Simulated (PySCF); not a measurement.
# CH₉ClGe₂Si: electronic excitations at several levels of theory, part 2 of 2

PySCF 2.14.0. Atoms count from 0. Earlier steps stand in the parts before.

### 6 Ultraviolet spectrum: B3LYP/def2-SVPD

The job: settings as JSON, then the geometry in Å.

```
{"job": {"kind": "uv", "xc": "B3LYP", "basis": "def2-SVPD", "ip": true}, "charge": 0, "multiplicity": 1}
Si    -2.324998     0.656257     0.088063
Ge    -0.827029    -1.149241     0.517077
Ge     1.284387    -0.855388    -0.631317
C      2.122891     0.800336     0.037904
Cl     0.978189     2.166185    -0.133234
H     -2.033894     1.801272     0.998343
H     -3.729970     0.197224     0.323707
H     -2.200410     1.092669    -1.334646
H     -1.453201    -2.481503     0.055357
H     -0.545525    -1.267540     2.029928
H      2.263311    -2.025767    -0.390766
H      1.065696    -0.689820    -2.146752
H      2.383239     0.713331     1.101338
H      3.031433     1.050624    -0.525734
```

With the program's defaults for keys left out, this is: TDDFT B3LYP/def2-SVPD, vertical, gas phase, core orbitals frozen in the response.

Output:

```text
coarse grid: 54992 points
cycle   1  E = -4946.5375323344  dE = -1.214e+00  |g| = 5.594e-01  |ddm| = 4.124e+00
cycle   2  E = -4946.5311765834  dE =  6.356e-03  |g| = 6.152e-01  |ddm| = 9.834e-01
cycle   3  E = -4946.5730672872  dE = -4.189e-02  |g| = 3.067e-02  |ddm| = 5.772e-01
cycle   4  E = -4946.5732915715  dE = -2.243e-04  |g| = 1.166e-02  |ddm| = 7.669e-02
cycle   5  E = -4946.5733406620  dE = -4.909e-05  |g| = 2.074e-03  |ddm| = 2.497e-02
cycle   6  E = -4946.5733420216  dE = -1.360e-06  |g| = 6.272e-04  |ddm| = 4.412e-03
final grid: 109304 points
cycle   7  E = -4946.5733218856  dE = -4.728e-08  |g| = 7.426e-04  |ddm| = 5.815e-03
cycle   8  E = -4946.5733217805  dE =  1.050e-07  |g| = 9.676e-04  |ddm| = 2.360e-03
cycle   9  E = -4946.5733220495  dE = -2.689e-07  |g| = 1.156e-04  |ddm| = 1.280e-03
cycle  10  E = -4946.5733220534  dE = -3.935e-09  |g| = 1.453e-05  |ddm| = 1.678e-04
cycle  11  E = -4946.5733220535  dE = -3.911e-11  |g| = 1.860e-06  |ddm| = 2.067e-05
converged SCF energy = -4946.5733220535

Static polarisability (au): isotropic 124.895, principal 102.721 125.997 145.967

Singlet excitations
state   eV       nm        f      main configurations
  1   6.2928    197.0   0.03429   H->L 0.66, H->L+1 0.15, H-1->L 0.11
  2   6.4442    192.4   0.08636   H-1->L 0.64, H->L 0.14
  3   6.6090    187.6   0.17478   H->L+1 0.76, H->L 0.11
  4   6.6652    186.0   0.03066   H->L+2 0.79
  5   6.7155    184.6   0.00362   H->L+3 0.51, H->L+4 0.15, H-1->L 0.15
  6   6.9111    179.4   0.04455   H-3->L 0.37, H-1->L+1 0.20, H-3->L+1 0.09
  7   6.9398    178.7   0.01199   H-2->L 0.30, H-3->L 0.28, H-1->L+1 0.14
  8   6.9528    178.3   0.05348   H->L+4 0.55, H->L+3 0.24, H-1->L+1 0.09
  9   7.0015    177.1   0.00352   H-1->L+3 0.40, H-1->L+2 0.32, H-1->L+1 0.17
 10   7.0421    176.1   0.10458   H-2->L 0.54, H-1->L+1 0.20

Triplet excitations (Tamm-Dancoff, eV): 5.6895 5.8784 6.1750 6.2565
Vertical ionisation energy (delta-SCF) = 9.4347 eV
```

Run time: 5.4 min. Hardware: 1 thread of Intel Xeon Platinum 8488C, shared host; peak memory 0.96 GiB.

Key values: HOMO -7.60 eV, LUMO -0.55 eV; lowest singlet 6.29 eV.

### 7 Excited states and response: PBE0/def2-SVPD

The job, as its differences from that of step 6:

```diff
@@ -1,2 +1,2 @@
-{"job": {"kind": "uv", "xc": "B3LYP", "basis": "def2-SVPD", "ip": true}, "charge": 0, "multiplicity": 1}
+{"job": {"kind": "uv", "xc": "PBE0", "basis": "def2-SVPD", "ip": true}, "charge": 0, "multiplicity": 1}
 Si    -2.324998     0.656257     0.088063
```

Level: TDDFT PBE0/def2-SVPD, vertical, gas phase, core orbitals frozen in the response.

Output:

```text
coarse grid: 54992 points
cycle   1  E = -4945.5672149510  dE = -1.228e+00  |g| = 4.886e-01  |ddm| = 4.099e+00
cycle   2  E = -4945.5660013282  dE =  1.214e-03  |g| = 5.139e-01  |ddm| = 8.703e-01
cycle   3  E = -4945.5953166157  dE = -2.932e-02  |g| = 2.659e-02  |ddm| = 4.805e-01
cycle   4  E = -4945.5954460356  dE = -1.294e-04  |g| = 1.487e-02  |ddm| = 6.161e-02
cycle   5  E = -4945.5955085583  dE = -6.252e-05  |g| = 4.133e-03  |ddm| = 2.543e-02
cycle   6  E = -4945.5955131929  dE = -4.635e-06  |g| = 9.133e-04  |ddm| = 7.063e-03
final grid: 109304 points
cycle   7  E = -4945.5954870501  dE =  5.073e-08  |g| = 1.164e-03  |ddm| = 5.967e-03
cycle   8  E = -4945.5954867162  dE =  3.339e-07  |g| = 1.645e-03  |ddm| = 3.573e-03
cycle   9  E = -4945.5954874303  dE = -7.141e-07  |g| = 1.198e-04  |ddm| = 2.002e-03
cycle  10  E = -4945.5954874352  dE = -4.929e-09  |g| = 1.943e-05  |ddm| = 2.101e-04
cycle  11  E = -4945.5954874353  dE = -4.547e-11  |g| = 3.004e-06  |ddm| = 2.333e-05
converged SCF energy = -4945.5954874353

Static polarisability (au): isotropic 123.710, principal 101.880 124.825 144.424

Singlet excitations
state   eV       nm        f      main configurations
  1   6.4653    191.8   0.03613   H->L 0.62, H-1->L 0.14, H->L+1 0.12
  2   6.5840    188.3   0.09098   H-1->L 0.53, H->L 0.19, H->L+3 0.11
  3   6.7992    182.4   0.18182   H->L+1 0.28, H->L+3 0.28, H->L+2 0.20
  4   6.8444    181.1   0.03985   H->L+2 0.50, H->L+1 0.44
  5   6.9115    179.4   0.00733   H->L+3 0.34, H-1->L 0.21, H->L+2 0.14
  6   7.0785    175.2   0.02408   H-3->L 0.44, H-3->L+1 0.11
  7   7.1183    174.2   0.03512   H-2->L 0.46, H-3->L 0.12, H->L+3 0.08
  8   7.1488    173.4   0.02236   H->L+4 0.70, H->L+3 0.12
  9   7.1983    172.2   0.01798   H-1->L+3 0.45, H-1->L+1 0.12, H-2->L 0.11
 10   7.2588    170.8   0.11002   H-1->L+1 0.56, H-2->L 0.22

Triplet excitations (Tamm-Dancoff, eV): 5.7526 5.9494 6.2267 6.3308
Vertical ionisation energy (delta-SCF) = 9.4825 eV
```

It took 5.2 min on 1 thread of Intel Xeon Platinum 8488C, shared host; peak memory 0.96 GiB.

In short: HOMO -7.81 eV, LUMO -0.33 eV; lowest singlet 6.47 eV.

### 8 Ultraviolet spectrum: BHandHLYP/def2-SVPD

The job, as its differences from that of step 7:

```diff
@@ -1,2 +1,2 @@
-{"job": {"kind": "uv", "xc": "PBE0", "basis": "def2-SVPD", "ip": true}, "charge": 0, "multiplicity": 1}
+{"job": {"kind": "uv", "xc": "BHandHLYP", "basis": "def2-SVPD", "ip": true}, "charge": 0, "multiplicity": 1}
 Si    -2.324998     0.656257     0.088063
```

With the program's defaults for keys left out, this is: TDDFT BHandHLYP/def2-SVPD, vertical, gas phase, core orbitals frozen in the response.

Output:

```text
coarse grid: 54992 points
cycle   1  E = -4946.3354136626  dE = -1.237e+00  |g| = 4.117e-01  |ddm| = 3.963e+00
cycle   2  E = -4946.3504178791  dE = -1.500e-02  |g| = 3.605e-01  |ddm| = 8.800e-01
cycle   3  E = -4946.3684942373  dE = -1.808e-02  |g| = 3.049e-02  |ddm| = 3.823e-01
cycle   4  E = -4946.3687246293  dE = -2.304e-04  |g| = 1.957e-02  |ddm| = 8.658e-02
cycle   5  E = -4946.3688229276  dE = -9.830e-05  |g| = 3.134e-03  |ddm| = 2.973e-02
cycle   6  E = -4946.3688257723  dE = -2.845e-06  |g| = 6.511e-04  |ddm| = 5.991e-03
final grid: 109304 points
cycle   7  E = -4946.3688106943  dE = -1.099e-07  |g| = 4.888e-04  |ddm| = 3.466e-03
cycle   8  E = -4946.3688107045  dE = -1.019e-08  |g| = 4.732e-04  |ddm| = 1.226e-03
cycle   9  E = -4946.3688107565  dE = -5.203e-08  |g| = 4.365e-05  |ddm| = 5.642e-04
cycle  10  E = -4946.3688107572  dE = -6.075e-10  |g| = 1.184e-05  |ddm| = 7.957e-05
converged SCF energy = -4946.3688107572

Static polarisability (au): isotropic 120.179, principal 99.705 121.099 139.735

Singlet excitations
state   eV       nm        f      main configurations
  1   6.8595    180.7   0.06447   H->L 0.52, H->L+3 0.08
  2   6.9278    179.0   0.11877   H-1->L 0.26, H->L 0.19, H-1->L+2 0.09
  3   7.1115    174.3   0.18195   H->L+3 0.35, H->L+2 0.20, H->L+4 0.17
  4   7.2284    171.5   0.14496   H->L+1 0.85
  5   7.4503    166.4   0.01800   H->L+2 0.19, H-3->L 0.17, H-3->L+4 0.14
  6   7.4986    165.3   0.04423   H->L+3 0.28, H->L+2 0.19, H->L+4 0.09
  7   7.6017    163.1   0.02361   H-2->L 0.42, H->L+4 0.18, H->L+6 0.09
  8   7.6131    162.9   0.02546   H-1->L 0.38, H-1->L+2 0.13, H->L+4 0.10
  9   7.7230    160.5   0.15731   H->L+5 0.16, H->L+2 0.16, H->L+4 0.13
 10   7.8430    158.1   0.11706   H-1->L+1 0.27, H-2->L+1 0.18, H-2->L 0.16

Triplet excitations (Tamm-Dancoff, eV): 6.0372 6.2545 6.4990 6.6279
Vertical ionisation energy (delta-SCF) = 9.6183 eV
```

Wall time 5.3 min (1 thread of Intel Xeon Platinum 8488C, shared host); peak memory 0.95 GiB.

Key values: HOMO -8.74 eV, LUMO 0.42 eV; lowest singlet 6.86 eV.

### 9 Ultraviolet spectrum: CAM-B3LYP/def2-SVPD

The job, as its differences from that of step 8:

```diff
@@ -1,2 +1,2 @@
-{"job": {"kind": "uv", "xc": "BHandHLYP", "basis": "def2-SVPD", "ip": true}, "charge": 0, "multiplicity": 1}
+{"job": {"kind": "uv", "xc": "CAM-B3LYP", "basis": "def2-SVPD", "ip": true}, "charge": 0, "multiplicity": 1}
 Si    -2.324998     0.656257     0.088063
```

Level: TDDFT CAM-B3LYP/def2-SVPD, vertical, gas phase, core orbitals frozen in the response.

Output:

```text
coarse grid: 54992 points
cycle   1  E = -4946.6239090716  dE = -1.232e+00  |g| = 5.427e-01  |ddm| = 4.021e+00
cycle   2  E = -4946.6343532124  dE = -1.044e-02  |g| = 5.302e-01  |ddm| = 9.909e-01
cycle   3  E = -4946.6664682228  dE = -3.212e-02  |g| = 2.798e-02  |ddm| = 4.788e-01
cycle   4  E = -4946.6666767673  dE = -2.085e-04  |g| = 1.749e-02  |ddm| = 7.949e-02
cycle   5  E = -4946.6667558365  dE = -7.907e-05  |g| = 4.557e-03  |ddm| = 3.013e-02
cycle   6  E = -4946.6667616818  dE = -5.845e-06  |g| = 8.392e-04  |ddm| = 7.616e-03
final grid: 109304 points
cycle   7  E = -4946.6667227556  dE = -1.349e-07  |g| = 7.220e-04  |ddm| = 3.412e-03
cycle   8  E = -4946.6667227412  dE =  1.442e-08  |g| = 7.878e-04  |ddm| = 1.757e-03
cycle   9  E = -4946.6667228880  dE = -1.468e-07  |g| = 5.673e-05  |ddm| = 8.747e-04
cycle  10  E = -4946.6667228890  dE = -1.037e-09  |g| = 1.450e-05  |ddm| = 1.021e-04
cycle  11  E = -4946.6667228891  dE = -1.110e-10  |g| = 5.417e-06  |ddm| = 4.297e-05
converged SCF energy = -4946.6667228891

Static polarisability (au): isotropic 122.603, principal 101.584 123.562 142.664

Singlet excitations
state   eV       nm        f      main configurations
  1   6.6874    185.4   0.01747   H-1->L 0.22, H->L 0.21, H-1->L+4 0.11
  2   6.7841    182.8   0.15953   H->L 0.47, H-1->L 0.13, H->L+3 0.10
  3   6.9811    177.6   0.18133   H->L+3 0.32, H->L+4 0.21, H->L 0.17
  4   7.0509    175.8   0.09968   H->L+1 0.81, H->L+2 0.09
  5   7.2157    171.8   0.01201   H-3->L 0.23, H-3->L+2 0.20, H-3->L+4 0.16
  6   7.3222    169.3   0.00939   H->L+2 0.22, H-1->L 0.20, H->L+3 0.18
  7   7.3884    167.8   0.04444   H->L+3 0.21, H->L+4 0.19, H-1->L 0.15
  8   7.4191    167.1   0.03291   H-2->L 0.50, H->L+4 0.11, H->L+6 0.08
  9   7.5419    164.4   0.11257   H->L+2 0.16, H->L+4 0.13, H->L+6 0.09
 10   7.6486    162.1   0.17626   H-1->L+1 0.30, H-2->L+1 0.25, H->L+5 0.14

Triplet excitations (Tamm-Dancoff, eV): 5.9348 6.0933 6.4163 6.5115
Vertical ionisation energy (delta-SCF) = 9.6555 eV
```

It took 6.2 min on 1 thread of Intel Xeon Platinum 8488C, shared host; peak memory 1.1 GiB.

This run: HOMO -9.01 eV, LUMO 0.54 eV; lowest singlet 6.69 eV.

### 10 Excited states and response: wB97X-D/def2-SVPD

The job, as its differences from that of step 9:

```diff
@@ -1,2 +1,2 @@
-{"job": {"kind": "uv", "xc": "CAM-B3LYP", "basis": "def2-SVPD", "ip": true}, "charge": 0, "multiplicity": 1}
+{"job": {"kind": "uv", "xc": "wB97X-D", "basis": "def2-SVPD", "ip": true}, "charge": 0, "multiplicity": 1}
 Si    -2.324998     0.656257     0.088063
```

Method: wB97X-D/def2-SVPD.

The job wrote nothing before its time ran out.

Wall time 4.3 min (1 thread of Intel Xeon Platinum 8488C, shared host).

Diagnosis: The job ran out of its time limit before it wrote results. The remedy is to ask for fewer states or a smaller basis, or allow more time.

### 11 Comparing the runs: electronic excitations

Excitations and ground-state properties, with basis size and wall time:

```csv
run,lowest singlet (eV),brightest (eV),f,gap (eV),α (Å³),μ (D),functions,time
HF/def2-SVPD,7.44,8.38,0.315,12.32,17.03,1.70,219,1.8 min
LDA/def2-SVPD,5.70,6.31,0.076,5.50,19.48,1.48,219,3.3 min
PBE/def2-SVPD,5.77,6.41,0.064,5.59,19.04,1.47,219,4.5 min
B3LYP/def2-SVPD,6.29,6.61,0.175,7.04,18.51,1.49,219,5.4 min
PBE0/def2-SVPD,6.47,6.80,0.182,7.48,18.33,1.54,219,5.2 min
BHandHLYP/def2-SVPD,6.86,7.11,0.182,9.15,17.81,1.57,219,5.3 min
CAM-B3LYP/def2-SVPD,6.69,6.98,0.181,9.55,18.17,1.53,219,6.2 min
```

### 12 Summary of results

This closing draws on all 2 parts.

| quantity | value |
| --- | --- |
| point group | C1 |
| rotational constants (main isotopes) | 1.37, 0.95, 0.61 GHz |
| lowest singlet (HF/def2-SVPD) | 7.44 eV (167 nm), f = 0.116 |
| brightest single state of those computed | state 8, 8.38 eV, f = 0.315 |
| lowest triplet | 6.31 eV |
| vertical ionisation energy (ΔSCF) | 9.09 eV |
| range of the lowest singlet | 5.70 to 7.44 eV |
| property runs in this session | 8, of which 1 failed and 0 gave unsound results |

What this shows: Single values in the summary come from the first run of each kind that ended normally (HF/def2-SVPD), which need not be the best level. Over 12 steps the energy fell by 0.369 eV; of the close pairs, Si0–Ge1 changed most, 2.318 to 2.385 Å. The first singlet state (HOMO→LUMO 0.20, HOMO→LUMO+3 0.18) lies at 7.44 eV and is bright; of the 10 states computed, the strongest absorption comes from state 8 at 8.38 eV. The lowest triplet lies 1.13 eV below the lowest singlet (triplets in Tamm-Dancoff, singlets in full TDDFT). At HF/def2-SVPD, the highest states lie near or above the ionisation energy, where they hang on the basis. The orbital energy would give 10.19 eV for ionisation, ΔSCF gives 9.09 eV. The lowest singlet runs from 5.70 eV (LDA/def2-SVPD) to 7.44 eV (HF/def2-SVPD), while the orbital gap spans 5.50 to 12.32 eV: the excitation energy moves far less from run to run than the orbital gap does. The lowest state need not be the same one in every run. The runs solved for a few states only, so the brightest column depends on that window.
